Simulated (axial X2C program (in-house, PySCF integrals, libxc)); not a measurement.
# A two-component session on FeB⁻: properties at the nuclei

Wanted for FeB⁻: properties at the nuclei, at the two-component level.

Program: an in-house X2C program for linear molecules on PySCF integrals. Level of theory: two-component X2C with atomic mean-field terms, Fe dyall-acv3z, B dyall-av3z. These are calculated values, not measurements.

## (1) Set-up

Input file task.json:

```json
{"zs": [26, 5], "q": -1, "bas": ["dyall-acv3z", "dyall-av3z"], "r0": 2.01, "levels": ["PBE0", "HF", "LDA", "TPSSh", "PBE"], "nst": 3}
```

Keys: zs atomic numbers; q charge; bas basis sets; r0 starting distance in Å; levels methods (HF also brings MP2); nst determinants followed.

Run with:

```bash
$ python soeom.py task.json out
```

Nuclei are Gaussian, cores are contracted, and the Gaunt term is on.

## (2) Expectation values, lowest determinant

R = 1.795 Å. State: Ω = 1 (excess of +ω over −ω: ω = -3/2, ω = 5/2).

Output of the PBE0 run:

```text
two-component X2C + atomic mean field  PBE0
basis functions 182  fitting functions 974  grid points 5075
iter        total energy     max residual
   1      -1296.841743221     3.10e-05
   2      -1296.841743240     2.20e-05
   3      -1296.841743248     1.68e-05
   4      -1296.841743258     1.33e-05
   5      -1296.841743260     3.61e-06
converged
one-electron -1871.50093323  Coulomb 596.71348410  exact exchange -14.66813887  xc functional -45.36376727  nuclear repulsion 38.32481193  atomic mean-field constant -0.34719992
```

The highest occupied spinor is 38% B p, 34% Fe s, 12% Fe d.

```csv
level,Eeff magnitude (GV/cm),Ws magnitude Fe (kHz),A∥/gI Fe (MHz),qzz Fe (a.u.),A∥/gI B (MHz),qzz B (a.u.)
PBE0,0.257,0.16,63.2,-2.62,5.03,-0.13
HF,0.606,0.293,-134,-3.27,-21.6,-0.03
LDA,0.0454,0.0508,151,-2.87,-2.82,-0.24
TPSSh,0.189,0.125,110,-2.70,-3.52,-0.18
PBE,0.0324,0.0476,160,-2.80,2.09,-0.23
```

Eeff is the effective electric field on the electron dipole moment in this Ω state and Ws the scalar–pseudoscalar constant (defined with the proton number Z and per Ω); A∥ is the parallel hyperfine constant, which follows by multiplying with the nuclear g factor gI = μI/(I μN); qzz is the electric field gradient, eQq0 = 234.96 MHz × Q/barn × qzz. The operators were transformed with the bare-nucleus X2C matrices.

## (3) Expectation values, a higher determinant

R = 1.795 Å. State: Ω = 3 (excess of +ω over −ω: ω = 1/2, ω = 5/2), 0.63 eV above the lowest in the PBE0 search for states (made at or near this distance, with looser thresholds).

Output of the PBE0 run:

```text
two-component X2C + atomic mean field  PBE0
basis functions 182  fitting functions 974  grid points 5075
iter        total energy     max residual
   1      -1296.818705902     2.77e-05
   2      -1296.818705922     5.17e-05
   3      -1296.818705951     3.46e-05
   4      -1296.818705965     1.78e-05
   5      -1296.818705970     1.08e-05
   6      -1296.818705973     6.28e-06
converged
one-electron -1871.19348874  Coulomb 596.43386977  exact exchange -14.67127182  xc functional -45.36542720  nuclear repulsion 38.32481193  atomic mean-field constant -0.34719992
```

The highest occupied spinor is 51% Fe p, 44% B p, 2% B d.

```csv
level,Eeff magnitude (GV/cm),Ws magnitude Fe (kHz),A∥/gI Fe (MHz),qzz Fe (a.u.),A∥/gI B (MHz),qzz B (a.u.)
PBE0,0.755,0.119,216,-2.14,4.78,-0.24
HF,1.17,0.173,240,-2.58,-30.1,-0.27
LDA,0.51,0.081,517,-0.71,10.2,-0.18
TPSSh,0.688,0.109,243,-2.19,4.86,-0.23
PBE,0.516,0.0831,481,-0.88,10.5,-0.19
```

## (4) Expectation values, a higher determinant

R = 1.795 Å. State: Ω = 1 (excess of +ω over −ω: ω = -1/2, ω = 3/2), 0.66 eV above the lowest in the PBE0 search for states (made at or near this distance, with looser thresholds).

Output of the PBE0 run:

```text
two-component X2C + atomic mean field  PBE0
basis functions 182  fitting functions 974  grid points 5075
iter        total energy     max residual
   1      -1296.817406142     2.32e-05
   2      -1296.817406153     1.34e-05
   3      -1296.817406158     1.07e-05
   4      -1296.817406163     9.82e-06
converged
one-electron -1872.76545677  Coulomb 598.06401962  exact exchange -14.68701042  xc functional -45.40657060  nuclear repulsion 38.32481193  atomic mean-field constant -0.34719992
```

The highest occupied spinor is 98% Fe d.

```csv
level,Eeff magnitude (GV/cm),Ws magnitude Fe (kHz),A∥/gI Fe (MHz),qzz Fe (a.u.),A∥/gI B (MHz),qzz B (a.u.)
PBE0,0.71,0.331,281,0.63,-4.05,-0.12
HF,0.804,0.365,459,0.50,42.3,-0.10
LDA,0.534,0.234,10.6,0.11,-13.8,-0.16
TPSSh,0.663,0.306,194,0.43,2.38,-0.14
PBE,0.532,0.238,90,0.22,-14.2,-0.15
```

## (5) What came out

| quantity | value |
| --- | --- |
| lowest determinant | Ω = 1 (excess of +ω over −ω: ω = -3/2, ω = 5/2) |
| Eeff magnitude (GV/cm), PBE0 | 0.257 |
| Ws magnitude Fe (kHz), PBE0 | 0.16 |
| A∥/gI Fe (MHz), PBE0 | 63.2 |
| qzz Fe (a.u.), PBE0 | -2.62 |
| higher determinant | Ω = 3 (excess of +ω over −ω: ω = 1/2, ω = 5/2) |
| Eeff magnitude (GV/cm), PBE0, higher determinant | 0.755 |
| Ws magnitude Fe (kHz), PBE0, higher determinant | 0.119 |
| A∥/gI Fe (MHz), PBE0, higher determinant | 216 |
| qzz Fe (a.u.), PBE0, higher determinant | -2.14 |
| higher determinant | Ω = 1 (excess of +ω over −ω: ω = -1/2, ω = 3/2) |
| Eeff magnitude (GV/cm), PBE0, higher determinant | 0.71 |
| Ws magnitude Fe (kHz), PBE0, higher determinant | 0.331 |
| A∥/gI Fe (MHz), PBE0, higher determinant | 281 |
| qzz Fe (a.u.), PBE0, higher determinant | 0.63 |

**Reading.** In the first state, the effective field runs from 0.0324 to 0.606 GV/cm over the mean-field levels, so the levels don't agree on it. The expectation values come from single determinants, which for open shells can mix terms of unlike spin or miss the lowest Ω, so a determinant need not be a state. Eeff is the effective electric field on the electron dipole moment in this Ω state and Ws the scalar–pseudoscalar constant (defined with the proton number Z and per Ω); A∥ is the parallel hyperfine constant, which follows by multiplying with the nuclear g factor gI = μI/(I μN); qzz is the electric field gradient, eQq0 = 234.96 MHz × Q/barn × qzz. The operators were transformed with the bare-nucleus X2C matrices.
